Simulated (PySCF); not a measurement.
**BHBr (SMILES [BH]Br) at UB2PLYP/STO-3G**

Aim: the vertical ionisation energy of BHBr at UB2PLYP/STO-3G, from 2 runs. Input form: a Python script.

The results are computed with PySCF 2.14.0.

14 further runs of the same task are left out: 4 that didn't finish, 10 set aside as unsound or not needed.

### Step 1. The structure to begin with

BHBr: 3 atoms, total charge 0, spin state doublet. SMILES: `[BH]Br`. The coordinates come from a PBE0-D4/def2-TZVP relaxation.

Bond lengths: B1–Br2 1.868 Å, B1–H3 1.193 Å. Angles: Br2–B1–H3 123.6°.

### Step 2. A single-point energy at UB2PLYP/STO-3G

Input file job.py:

```python
from pyscf import gto, dft, mp

mol = gto.M(
    atom='B -0.094500 -0.523000 -0.115700; Br 1.181000 0.563200 0.709800; H -1.097400 -0.105000 -0.607300',
    basis='sto-3g',
    spin=1,
    verbose=3,
    charge=0,
    max_memory=1860,
)

mf = dft.UKS(mol, xc='0.53*HF + 0.47*B88, 0.73*LYP')
mf.grids.level = 5
mf.conv_tol = 1e-10
mf.kernel()
if not mf.converged:
    mf = mf.newton().run(mf.mo_coeff, mf.mo_occ)

pt = mp.MP2(mf, frozen=10).run()
e_final = mf.e_tot + 0.27 * pt.e_corr
print('PT2 part  %.8f' % (0.27 * pt.e_corr))
print('Final energy', e_final)
```

The run is started by

```sh
$ OMP_NUM_THREADS=1 python job.py
```

What it wrote:

```text
converged SCF energy = -2570.68302432165  <S^2> = 0.75242476  2S+1 = 2.0024233
E(UMP2) = -2570.73128215698  E_corr = -0.0482578353362604
E(SCS-UMP2) = -2570.73399486238  E_corr = -0.0509705407378596
PT2 part  -0.01302962
Final energy -2570.696053937187
```

Wall time 6.6 s (1 thread of Arm Neoverse N1, shared host); peak memory 0.21 GiB.

### Step 3. The singlet cation, same level

Input file geometry.xyz:

```xyz
3
BBrH
B     -0.094500    -0.523000    -0.115700
Br     1.181000     0.563200     0.709800
H     -1.097400    -0.105000    -0.607300
```

Input file job.py:

```python
from pyscf import gto, dft, mp

mol = gto.M(
    atom='geometry.xyz',
    verbose=3,
    charge=1,
    spin=0,
    basis='sto-3g',
    max_memory=1860,
)

ks = dft.RKS(mol)
ks.xc = '0.53*HF + 0.47*B88, 0.73*LYP'
ks.conv_tol = 1e-10
ks.grids.level = 5
ks.kernel()
if not ks.converged:
    ks = ks.newton().run(ks.mo_coeff, ks.mo_occ)

pt = mp.MP2(ks, frozen=10).run()
etot = ks.e_tot + 0.27 * pt.e_corr
print('PT2 part  %.8f' % (0.27 * pt.e_corr))
print('E = %.10f Eh' % etot)
```

The run is started by

```sh
$ OMP_NUM_THREADS=1 python job.py
```

What it wrote:

```text
converged SCF energy = -2570.43274209812
E(RMP2) = -2570.53902404296  E_corr = -0.106281944846714
E(SCS-RMP2) = -2570.54006477342  E_corr = -0.107322675306172
PT2 part  -0.02869613
E = -2570.4614382232 Eh
```

Run time: 4.2 s. Hardware: 1 thread of Arm Neoverse N1, shared host; peak memory 0.2 GiB.

### Step 4. Results

Level: UB2PLYP/STO-3G, 10 core orbitals frozen.

| quantity | value |
| --- | --- |
| doublet BHBr: total energy | -2570.69605 Eh |
| doublet BHBr: dipole moment (SCF part) | 0.46 D |
| doublet BHBr: HOMO energy (SCF part's orbitals) (highest over α and β) | -4.88 eV |
| doublet BHBr: LUMO energy (SCF part's orbitals) (lowest over α and β) | 3.03 eV |
| doublet BHBr: ⟨S²⟩ | 0.752 |
| singlet cation: total energy | -2570.46144 Eh |
| singlet cation: HOMO energy (SCF part's orbitals) | -16.24 eV |
| singlet cation: LUMO energy (SCF part's orbitals) | -8.29 eV |
| singlet cation: HOMO–LUMO gap (SCF part's orbitals) | 7.95 eV |
| vertical ionisation energy (to the singlet cation) | 6.384 eV |

What this shows: Removing an electron at fixed nuclei costs 6.38 eV (147 kcal/mol). Only the singlet of the ionised species was computed; a triplet could lie lower. In a minimal basis such a difference can be off by several eV, whatever the method. Mulliken charges (singlet cation) run from +0.13 on H3 to +0.44 on Br2.
